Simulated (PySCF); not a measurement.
**BiCl3: other functionals and bases at one geometry**

An exercise on one series of results from a longer session: the logs are not shown, and one member is left open.

The runs use PySCF 2.14.0; several levels, as the steps say, no spin–orbit coupling.

4 further runs of the same task are left out: 2 for a known fault of the program, 1 that didn't finish, 1 set aside as unsound or not needed.

### The system as given

4 atoms, charge 0, spin multiplicity 1.

Bond lengths: Bi1–Cl2 2.470 Å, Bi1–Cl3 2.470 Å, Bi1–Cl4 2.470 Å. Angles: Cl2–Bi1–Cl3 99.4°, Cl2–Bi1–Cl4 99.4°, Cl3–Bi1–Cl4 99.4°.

Geometry (Å):

| atom | x (Å) | y (Å) | z (Å) |
| --- | --- | --- | --- |
| Bi1 | 0.0000 | 0.0000 | 0.5263 |
| Cl2 | 2.1745 | 0.0000 | -0.6447 |
| Cl3 | -1.0873 | 1.8832 | -0.6447 |
| Cl4 | -1.0873 | -1.8832 | -0.6447 |

Formal oxidation states: Bi +3. An earlier session relaxed this geometry at r2SCAN, Bi def2-SVP with ECP60, Cl def2-SVP (singlet, point group C3v).

At r2SCAN on the finer grid: E = -1594.940312 Eh, HOMO -7.76 eV, LUMO -3.03 eV, Mulliken charge on Bi1 +0.95 e, largest force component 0.021 eV/Å. 

Levels to run: BP86; PBE; TPSS; wB97X; r2SCAN, TZVP; r2SCAN, x2c-SVP. Hardware: 2 threads of Intel Xeon at 2.60GHz (Ice Lake), shared host.

Set-up of the first run:

File run.py (the lines that set the calculation):

```python
mol = gto.M(atom='''
Bi     0.00000     0.00000     0.52631
Cl     2.17455    -0.00002    -0.64466
Cl    -1.08725     1.88323    -0.64466
Cl    -1.08730    -1.88320    -0.64466''',
    basis={'Bi': 'def2-SVP', 'Cl': 'def2-SVP'},
    ecp={'Bi': 'def2-SVP'},
    charge=0, spin=0)
mf = dft.RKS(mol, xc='B88,P86')
mf.grids.atom_grid = (75, 302)
mf = mf.density_fit()  # fitting sets: Bi def2-universal-JKFIT, Cl def2-universal-JKFIT
mf.conv_tol = 1e-08; mf.max_cycle = 55
mf.kernel(dm0)  # dm0: the density of the relaxed state
```

Launch:

```bash
$ OMP_NUM_THREADS=2 python run.py
```

Steps of the session up to this table: BP86; PBE; TPSS; wB97X; r2SCAN, TZVP; r2SCAN, x2c-SVP.

One table of the session follows, with a row left open; its other results are not shown here.

```
                level  HOMO (eV)  gap (eV)  charge on Bi1 (e)  dipole (D)  largest force component (eV/Å)
r2SCAN (relaxed here)      -7.76      4.73               0.95        4.08                            0.02
                 BP86      -7.45      4.26               0.83        3.76                            0.25
                  PBE          ?         ?                  ?           ?                               ?
                 TPSS      -7.51      4.45               0.90        3.97                            0.18
                wB97X     -10.74     10.24               1.00        4.43                            0.32
         r2SCAN, TZVP      -7.96      4.81               1.05        3.97                            0.53
      r2SCAN, x2c-SVP      -7.76      4.72               0.96        4.07                            0.82
```

Q: Estimate the row for PBE from the others.

As computed: HOMO (eV): -7.33; gap (eV): 4.27; charge on Bi1 (e): 0.83; dipole (D): 3.77; largest force component (eV/Å): 0.21. In the column «HOMO (eV)» it is the highest.

In one basis the HOMO–LUMO gap runs from 4.26 eV (BP86) to 10.24 eV (wB97X). The largest leftover force, 0.82 eV/Å with r2SCAN, x2c-SVP, stands at a geometry relaxed at another level. Total energies of different levels can't be compared.
